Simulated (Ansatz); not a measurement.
I need a single point of CO₂ (distorted cell). Use Ansatz 0.2.0 through its Python package. Use: PBEsol, PAW, the default cutoff (420 eV here), 4×4×2 k-points, fixed occupations.

```
CELL_PARAMETERS angstrom
2.60797 -2.39361 -0.00721
2.62661 2.41420 0.01732
0.01263 0.03384 6.64731
ATOMIC_POSITIONS crystal
C 0.99930 0.01244 0.00039
C 0.48016 0.49561 0.50229
O 0.78694 0.19660 0.88468
O 0.19965 0.79209 0.10842
O 0.68952 0.30119 0.39028
O 0.29434 0.70166 0.59554
```

`run_scf.py`:
```python
from pathlib import Path

import ansatz as az
import numpy as np


def main() -> None:
    co2 = (
        az.Lattice.of((2.60797, -2.39361, -0.00721), (2.62661, 2.4142, 0.01732), (0.01263, 0.03384, 6.64731))
        .atom("C", (0.9993, 0.01244, 0.00039))
        .atom("C", (0.48016, 0.49561, 0.50229))
        .atom("O", (0.78694, 0.1966, 0.88468))
        .atom("O", (0.19965, 0.79209, 0.10842))
        .atom("O", (0.68952, 0.30119, 0.39028))
        .atom("O", (0.29434, 0.70166, 0.59554))
    )

    setup = (
        co2.calculation()
        .functional("PBEsol")
        .kpoints(4, 4, 2)
        .occupations("Fixed")
        .density()
        .potential()
        .electron_localization_function()
        .output_files(volumetric_format="npy")
        .band_table()
    )
    def show(event):
        row = event["data"]
        if event["event"] == "scf_iter" and row.get("harris_foulkes_ev") is not None:
            print(f"  iteration {row['iter']:3d}  Harris-Foulkes {row['harris_foulkes_ev']:.5f} eV  residual {row['dr2_ev']:.2e}")


    res = setup.session().plan().execute(on_event=show)
    report = res.report

    n_atoms = len(report["lattice"]["sites"])
    print("F =", round(report["free_energy_ev"], 4), "eV for", n_atoms, "atoms")
    print("E(sigma -> 0) =", round(report["energy_sigma0_ev"], 4), "eV, TS =", round(report["entropy_ts_ev"], 5), "eV")
    print("closed by", report["closed_by"], "after", report["n_iterations"], "iterations")

    rho = res.density()
    total = sum(ch.density_e_per_ang3 for ch in rho.channels[:2]) if len(rho.channels) < 3 else rho.channels[0].density_e_per_ang3
    print("grid", rho.dims, "electrons", round(float(total.mean() * rho.cell_volume_ang3), 4))
    profile = total.mean(axis=(1, 2))
    print("planar average along grid axis 0 (e/A^3):")
    print(np.array2string(profile[:: max(len(profile) // 16, 1)], precision=4))

    folder = Path(res.write_results("fields"))
    print("densities in e/A^3, potentials in eV, ELF without unit")
    for name in sorted(p.name for p in folder.glob("*.npy")):
        field = np.load(folder / name)
        print(f"{name:16s} {str(field.shape):16s} min {field.min():10.4f}  mean {field.mean():10.4f}  max {field.max():10.4f}")

    edges = report.get("band_edges_ev")
    if edges:
        print(f"band edges on the mesh: {edges[0]:.3f} and {edges[1]:.3f} eV, gap {edges[1] - edges[0]:.3f} eV")
    else:
        print("no band edges reported (a metal, or a gap too narrow for this smearing); Fermi level", round(report["fermi_energy_ev"], 3), "eV")


if __name__ == "__main__":
    main()
```

Output of `python run_scf.py`:
```text
DeckWarning: basis.ecutwfc = 420 eV, auto-derived from the records' recommended cutoffs: set by C (normal level)
  iteration   1  Harris-Foulkes -2733.84355 eV  residual 5.07e-02
  iteration   2  Harris-Foulkes -2733.83624 eV  residual 2.15e-02
  iteration   3  Harris-Foulkes -2733.83187 eV  residual 1.43e-03
  iteration   4  Harris-Foulkes -2733.83229 eV  residual 8.81e-04
  iteration   5  Harris-Foulkes -2733.83226 eV  residual 3.57e-05
  iteration   6  Harris-Foulkes -2733.83234 eV  residual 9.15e-06
  iteration   7  Harris-Foulkes -2733.83234 eV  residual 3.20e-07
  iteration   8  Harris-Foulkes -2733.83234 eV  residual 2.95e-08
F = -2733.8323 eV for 6 atoms
E(sigma -> 0) = -2733.8323 eV, TS = 0.0 eV
closed by deck_thresholds after 8 iterations
grid (24, 24, 45) electrons 32.0
planar average along grid axis 0 (e/A^3):
[0.2337 0.2545 0.3051 0.3772 0.4575 0.5258 0.5528 0.5248 0.4577 0.3791
 0.3085 0.2618 0.2479 0.2673 0.3178 0.3893 0.4673 0.5274 0.5399 0.4972
 0.4221 0.3442 0.2807 0.2424]
densities in e/A^3, potentials in eV, ELF without unit
elf.npy          (24, 24, 45)     min     0.0023  mean     0.2894  max     0.8912
rho.npy          (24, 24, 45)     min     0.0095  mean     0.3826  max     7.7668
v_es.npy         (24, 24, 45)     min   -95.7133  mean     1.2969  max     7.3710
v_tot.npy        (24, 24, 45)     min  -116.6362  mean    -6.9870  max     4.6280
band edges on the mesh: -1.379 and 4.198 eV, gap 5.578 eV
```
(Warnings from the package without file and line.)

Reading the output:
- Absolute energies stand on the zero of these potentials, so only differences at equal settings mean something. A total without «per atom» is that of the cell as typed.
- Semilocal gaps usually lie well under measured ones.
- Energy and stress may still move on a finer k-point mesh.
- The fields are valence quantities on the plane-wave grid; their values near the nuclei depend on the potentials.
- The cell is a database structure, distorted on purpose.
- Levels are Kohn-Sham eigenvalues on this mesh.
- Timing: 3.8 s on 1 thread of Arm Neoverse V2, with other jobs on the host, peak memory 0.38 GiB.

(Lines on the test bed's own set-up are left out of the output.)
